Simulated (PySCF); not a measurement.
# PmO: from the state search to spectroscopic constants

Aim: find the lowest electronic state of PmO, scan its bond at several levels of theory, and get bond length, wavenumber and dissociation energy from each curve.

Computed with PySCF 2.14.0. Level: Pm x2c-SVPall, O x2c-SVPall, spin-free X2C with a Gaussian nucleus.

### 1 Input

The job is set up so:

* atoms: Pm, O
* charge: 0
* basis: Pm x2c-SVPall, O x2c-SVPall
* Hamiltonian: spin-free X2C with a Gaussian nucleus
* basis functions: 99
* electrons treated: 69
* masses in u: 144.9127, 15.9949
* levels: PBE0, PBE, r²SCAN, TPSSh, r²SCANh, CAM-B3LYP, HF, MP2, SCS-MP2
* grid: 80 radial by 434 angular points
* occupations: held fixed by the projection of orbital angular momentum
* dissociation limit: Pm + O, each in its ground configuration
* starting distance in angstrom: 1.969
* values of 2S to try: 3, 5, 7

On the command line:

```console
OMP_NUM_THREADS=2 python dia.py task.json out
```

Further steps of the session: The PBE0 curve of the state that the search chose; Higher solutions at PBE0; PBE (GGA); r²SCAN (meta-GGA); TPSSh (hybrid meta-GGA); r²SCANh (hybrid meta-GGA); CAM-B3LYP (range-separated hybrid); UHF (mean field).

Q: Predict the outcome of this session. Wanted: for each run, Re; ωe; De; μ.

The runs gave:

Lowest PBE0 solution found, without spin–orbit coupling: sextet, unpaired electrons σ ↑↑, π ↑, δ ↑, φ ↑, about 4.5 electrons in the 4f shell (Mulliken). State 2 has its PBE0 minimum 0.26 eV higher, as a spin-mixed determinant (⟨S²⟩ = 4.77), so this is no gap between pure states. State 3 has its PBE0 minimum 1.97 eV higher, as a spin-mixed determinant (⟨S²⟩ = 4.76), so this is no gap between pure states. The other levels ran on the lowest alone.

```
      level  Re (Å)  ωe (cm⁻¹)  De (eV)  μ (D)
        UHF   1.800        881     4.58  -4.25
    UHF-MP2   1.800        859     7.71    n/a
UHF-SCS-MP2   1.803        868     7.68    n/a
      TPSSh   1.809        797     6.56  -3.50
    r²SCANh   1.792        830     6.82  -3.37
       PBE0   1.780        851     6.24  -3.34
  CAM-B3LYP   1.784        850     6.15  -3.59
```

De is counted to Pm + O in their ground configurations. A positive dipole means Pm(−)O(+). No constants: PBE (the points don't follow one smooth fit); r²SCAN (the points don't follow one smooth fit).

In words: Bond lengths run from 1.780 Å (PBE0) to 1.809 Å (TPSSh). Among the levels with a De in the table, it runs from 4.58 eV (UHF) to 7.71 eV (UHF-MP2).

Correlated steps freeze 19 core orbitals. These are scalar-relativistic numbers at best; spin–orbit coupling would shift them, the dissociation energy most. The state is the lowest single determinant that the PBE0 search found; with open d or f shells the true ground state can be another one. At some levels the lowest empty orbital lies below the highest filled one (the two can be of opposite spin). With spin–orbit coupling the term label itself may not hold.
